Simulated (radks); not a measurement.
**Fractional charge and spin in the 5p shell of samarium**

The task here is to estimate one member of a computed series from the others.

Program: radks (a radial shooting solver on a logarithmic mesh, Libxc functionals) version 1. Level of theory: scalar-relativistic Kohn-Sham, r2SCAN, spin-polarised, spherical densities, finite nucleus. These are calculated values, not measurements, unless marked.

## Starting point

```
element            : samarium (Z = 62)
configuration      : [Kr] 4d10 4f(up 3, down 3) 5s2 6s2 5p(up 3, down 3)
nuclear rms radius : 5.0819 fm
```

A shell typed twice in an input gives spin up, then spin down.

Set-up of the first run:

The run's settings:

```text
Z 62
configuration [Kr] 4d10 4f3 4f3 5s2 6s2 5p3 5p3
relativity scalar-relativistic
functional r2scan,r2scan
spin polarised
nucleus finite rms 5.0819 fm
c 137.035999084
```

Among the steps run: 5p: up 3, down 3.

One of the session's tables, all rows but one given; the rest of the session is left out.

It belongs to the step «5p: up 3, down 3». Sizes of the orbitals, from the radial functions (bohr):

| level | <r> | outermost maximum (interpolated) | 90 % within | nodes |
| --- | --- | --- | --- | --- |
| 3d | 0.2310 | 0.188 | 0.360 | 0 |
| 4s | 0.5794 | 0.540 | 0.831 | 3 |
| 4p | 0.6133 | 0.563 | 0.891 | 2 |
| 4d | 0.6710 | 0.587 | 1.01 | 1 |
| 5s | 1.415 | 1.26 | 2.04 | 4 |
| 5p | 1.657 | 1.43 | 2.43 | 3 |
| 6s | 4.393 | 3.74 | 6.46 | 5 |
| 4f | ? | ? | ? | ? |

**Question.** Estimate the row for 4f.

As computed: <r>: 1.017; outermost maximum (interpolated): 0.613; 90 % within: 1.80; nodes: 0. In the column «<r>» it lies between 4d (0.6710) and 5s (1.415).
